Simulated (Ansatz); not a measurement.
Geometry optimisation, DFT PBE-D3(BJ), scalar-relativistic, plane waves, PAW (Ansatz).

Input file:

```yaml
crystal:
  lattice:
    - [0.0, 5.43, 5.43]
    - [5.43, 0.0, 5.43]
    - [5.43, 5.43, 0.0]
  atoms:
    - { symbol: Si, position: [0.0, 0.0, 0.0] }
    - { symbol: Si, position: [0.125, 0.125, 0.125] }
    - { symbol: Si, position: [0.0, 0.0, 0.5] }
    - { symbol: Si, position: [0.125, 0.125, 0.625] }
    - { symbol: Si, position: [0.0, 0.5, 0.0] }
    - { symbol: Si, position: [0.125, 0.625, 0.125] }
    - { symbol: Si, position: [0.0, 0.5, 0.5] }
    - { symbol: Si, position: [0.125, 0.625, 0.625] }
    - { symbol: Si, position: [0.5, 0.0, 0.0] }
    - { symbol: Si, position: [0.625, 0.125, 0.125] }
    - { symbol: Si, position: [0.5, 0.0, 0.5] }
    - { symbol: Si, position: [0.625, 0.125, 0.625] }
    - { symbol: Si, position: [0.5, 0.5, 0.0] }
    - { symbol: Si, position: [0.625, 0.625, 0.125] }
    - { symbol: Si, position: [0.5, 0.5, 0.5] }
    - { symbol: Si, position: [0.625, 0.625, 0.625] }
    - { symbol: Al, position: [0.5673022, 0.8096795, 0.81243], spin: 1.0 }
magnetization:
  spin_polarized: true
basis:
  ecutwfc: 420.0
kpoints:
  mp_grid: { grid: [2, 2, 2] }
hamiltonian:
  xc: pbe
  dispersion: d3bj
  pseudopotentials: { kind: paw, azcp: { folder: soft_1 } }
scf:
  occupations: { method: fermi_dirac, width: 0.05 }
  lower_state_search: "off"
relax:
  f_tol: 0.08
  max_steps: 25
  adjacent_minimum: "off"
```

Command:

```bash
$ ansatz run input.yaml --threads 1 --pin off --max-ram 3072MiB --backend cpu --events-out ev --progress --plain --runs-dir out
```

Q: Where does it end, and by what steps?

A: It converged. The force dipped under the threshold on the way, but the program's further checks kept it going. Limits of this set-up: coarse k mesh, a small cell, in which the defect meets its images. After 9 steps the energy has fallen by 2.014 eV; Al17 moved furthest, 1.10 Å. Joined: Si3–Al17 (3.51 → 2.72 Å), Si5–Al17 (3.50 → 2.72 Å), Si7–Al17 (3.50 → 2.72 Å), Si8–Al17 (3.50 → 2.43 Å).

| step | energy less start (eV) | largest force component (eV/Å) | accepted |
| --- | --- | --- | --- |
| 0 | 0.0000 | 2.643 | yes |
| 1 | -0.9447 | 1.088 | yes |
| 2 | -1.2520 | 0.165 | yes |
| 3 | -1.3720 | 0.401 | yes |
| 4 | -1.5108 | 0.243 | yes |
| 5 | -1.6571 | 0.460 | yes |
| 6 | -1.8827 | 0.292 | yes |
| 7 | -2.0064 | 0.046 | yes |
| 8 | -2.0064 | 0.046 | yes |
| 9 | -2.0142 | 0.045 | yes |

```xyz
17
Lattice="0.0000 5.4300 5.4300 5.4300 0.0000 5.4300 5.4300 5.4300 0.0000" Properties=species:S:1:pos:R:3
Si 0.045 -0.045 -0.046
Si 1.385 1.301 1.300
Si 2.751 2.679 -0.027
Si 4.130 4.045 1.300
Si 2.751 -0.026 2.678
Si 4.130 1.301 4.045
Si 5.457 2.679 2.678
Si 6.770 4.090 4.089
Si 0.057 2.672 2.671
Si 1.389 4.041 4.041
Si 2.759 5.374 2.671
Si 4.154 6.706 4.075
Si 2.759 2.672 5.373
Si 4.154 4.076 6.706
Si 5.459 5.402 5.401
Si 6.784 6.707 6.706
Al 8.174 8.117 8.116
```

Whether the end is a true minimum wasn't checked by a vibrational analysis.

Time of the run: 79 s on 1 thread of Intel(R) Xeon(R) 6975P-C (Granite Rapids), on a shared host, peak memory 0.71 GiB.
